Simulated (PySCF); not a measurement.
# CH8BrNSi2: the cost of one run

Programs: PySCF 2.14.0, with density-fitted response routines of our own. Each step states its level of theory. These are calculated values for one molecule in the gas phase, unless marked as measured. Atoms count from 0, in the outputs and in this text.

### Step 1. Starting geometry

13 atoms, charge 0, multiplicity 1; geometry from: GFN2-xTB. The atoms were then displaced at random by about 0.01 Å, so the start is not that level's minimum.

Bonds of the start (Å): Si0–N1 1.69, N1–C2 1.43, C2–Si3 1.93, Si3–Br4 2.19, Si0–H5 1.48, Si0–H6 1.46, Si0–H7 1.49, N1–H8 0.99, C2–H9 1.09, C2–H10 1.12, Si3–H11 1.47, Si3–H12 1.46.

### Step 2. Relaxing the molecule at PBE0-D3(BJ)/def2-SVP

What the job is given:

```
{"job": {"xc": "PBE0", "basis": "def2-SVP", "d3": "d3bj", "grid": 1, "shake": 0.01, "kind": "geom"}, "charge": 0, "multiplicity": 1}
Si    -1.810630     0.427730     0.335380
N     -0.860520    -0.599550    -0.620800
C      0.517500    -0.901580    -0.390350
Si     1.611500     0.610880     0.101130
Br     3.640400    -0.191400     0.278700
H     -3.164780     0.305530    -0.246110
H     -1.828750     0.146340     1.770150
H     -1.268080     1.807880     0.148100
H     -1.334140    -1.382230    -1.003650
H      0.958230    -1.339630    -1.285670
H      0.640740    -1.672040     0.409350
H      1.279070     1.133500     1.434710
H      1.625260     1.637670    -0.941250
```

Command:

```console
OMP_NUM_THREADS=1 python probes_run.py task.json out
```

The driver reads the jobs from task.json and runs them one after another.

**Question.** How long does this first job take on 1 thread of Arm Neoverse V1, shared host, and how much memory does it need?

About 72 s, with a peak of 0.52 GiB.
